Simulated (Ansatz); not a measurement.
# YGe2Ru2: properties at the relaxed cell

An exercise on one series of results from a longer session: the logs are not shown, and one member is left open.

Computed with Ansatz 0.2.0 (DFT PBEsol, scalar-relativistic, plane waves, PAW, unless a step's input says otherwise).

### The starting structure

It takes space group I4/mmm (No. 139, tetragonal). Conventional cell: a = 4.204 Å, b = 4.204 Å, c = 9.799 Å, α = 90.00°, β = 90.00°, γ = 90.00°. Around Y (site symmetry 4/mmm) lie 8 Ru at 3.23 Å and 10 Ge at 3.23 to 3.63 Å. Ge (site symmetry 4mm) is surrounded by 4 Ru at 2.41 Å and 1 Ge at 2.53 Å. Ru (site symmetry -4m2) is surrounded by 4 Ge at 2.41 Å.

Structure file:

```cif
data_structure
_symmetry_space_group_name_H-M 'P 1'
_symmetry_Int_Tables_number 1
_cell_length_a 5.7307
_cell_length_b 5.7307
_cell_length_c 5.7307
_cell_angle_alpha 136.968
_cell_angle_beta 136.968
_cell_angle_gamma 62.487
_cell_volume 86.58
loop_
_atom_site_label
_atom_site_type_symbol
_atom_site_fract_x
_atom_site_fract_y
_atom_site_fract_z
_atom_site_occupancy
Y1 Y 0.00000 0.00000 0.00000 1
Ge1 Ge 0.37067 0.37067 0.00000 1
Ge2 Ge 0.62933 0.62933 0.00000 1
Ru1 Ru 0.75000 0.25000 0.50000 1
Ru2 Ru 0.25000 0.75000 0.50000 1
```

This cell was relaxed beforehand with the same method: volume 17.32 Å³/atom, gap on the mesh none (metal).

Set-up of the first run:

input.yaml

```yaml
crystal:
  lattice:
    - [-2.0805656273, 2.0805656273, 4.8500637109]
    - [2.0805656273, -2.0805656273, 4.8500637109]
    - [2.0805656273, 2.0805656273, -4.8500637109]
  atoms:
    - { symbol: "Y", position: [0.0, 0.0, 0.0] }
    - { symbol: Ge, position: [0.3706748926, 0.3706748926, 0.0] }
    - { symbol: Ge, position: [0.6293251074, 0.6293251074, 0.0] }
    - { symbol: Ru, position: [0.75, 0.25, 0.5] }
    - { symbol: Ru, position: [0.25, 0.75, 0.5] }
basis:
  ecutwfc: 420
kpoints:
  mp_grid: { grid: [12, 12, 12] }
hamiltonian:
  xc: pbesol
scf:
  occupations: { method: gaussian, width: 0.1 }
output:
  forces: true
  stress: true
  eigenvalues: true
relax:
  adjacent_minimum: "off"
  f_tol: 0.01
  max_steps: 30
  cell: { stress_tol: 0.1, fix: [volume] }
```

Run with:

```sh
> ansatz run input.yaml --threads 1 --pin off --max-ram 2560MiB --backend cpu --events-out ev --progress --plain --runs-dir out
```

Among the steps run: Volume × 0.97; The cell scaled to 1.03 of its volume; Point at V/V0 = 0.94; The cell scaled to 1.06 of its volume.

One table of the session follows, with a row left open; its other results are not shown here.

It belongs to the step «Equation of state». 

| volume (Å³/atom) | energy above the lowest point (meV/atom) | pressure (GPa) |
| --- | --- | --- |
| 16.276 | 32.5 | 10.64 |
| 16.796 | 7.7 | 4.85 |
| 17.315 | 0.0 | 0.00 |
| 17.835 | ? | ? |
| 18.354 | 25.4 | -7.44 |

Estimate the missing values for volume (Å³/atom) = 17.835.

Worked estimate for «energy above the lowest point (meV/atom)». A straight line through the neighbours (17.315, 0.0) and (18.354, 25.4) gives 0.0 + (25.4 − 0.0) × (17.835 − 17.315) / (18.354 − 17.315) = 12.7; a parabola fitted to 3 rows on both sides gives 5.9.

**Answer.** energy above the lowest point (meV/atom): 6.7; pressure (GPa): -4.06. In «energy above the lowest point (meV/atom)» the line misses by +6.0 and the parabola by -0.8.
